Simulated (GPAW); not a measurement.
**B2O in GPAW: convergence with k mesh**

Crystal: B2O.

```
O B
1.0
     2.87900    0.00000    0.00000
    -1.43950    2.49329    0.00000
     0.00000    0.00000    7.05200
O B
2 4
Direct
  0.33333 0.66667 0.69400
  0.66667 0.33333 0.30600
  0.33333 0.66667 0.97700
  0.66667 0.33333 0.02300
  0.00000 0.00000 0.62000
  0.00000 0.00000 0.38000
```

```yaml
Program: GPAW 26.7.0
Task: convergence study
Functional: r2SCAN
Potentials_or_basis: GPAW PAW data sets (gpaw-data 1.2.1)
Cutoff: 800 eV
Basis: pw
k_mesh: 3 × 3 × 1
Occupations: fermi-dirac, width 0.05 eV
Spin: no spin polarisation
```

These are the settings of the first run; the series varies k mesh, with any setting tied to it.

Hardware: 1 thread of Arm Neoverse V1, with other jobs on the host.

```
     k mesh  energy less the tightest run, at zero smearing (meV/atom)  pressure (GPa)  largest force (eV/Å)  SCF cycles  CPU time (s)  peak memory (GiB)
  3 × 3 × 1                                                      16.86          -20.25                 0.831          13            16                0.2
  4 × 4 × 2                                                      14.68          -21.06                 0.354          16            41               0.21
  5 × 5 × 2                                                       3.12          -21.04                 0.119          13            40               0.21
  6 × 6 × 2                                                      -3.16          -22.36                 0.301          12            49               0.21
  7 × 7 × 3                                                       0.34          -22.89                 0.481          12            70               0.22
  8 × 8 × 3                                                       6.14          -22.61                 0.444          14            97               0.23
10 × 10 × 4                                                       0.00          -22.48                 0.395          12           170               0.27
```

Not settled before the last step: the energy (to 1 meV/atom), the pressure (to 0.1 GPa), the largest force (to 0.005 eV/Å). Meshes of other sizes hit other points, so gaps and Fermi surfaces needn't settle smoothly. The tightest run that finished is the yardstick and may itself not be fully converged.

Caveat, for the tightest run too: so large a pressure means that the cell lies far from this level's equilibrium, or that cutoff or potentials fall short; the potentials were made for another functional, which shifts forces and pressure.
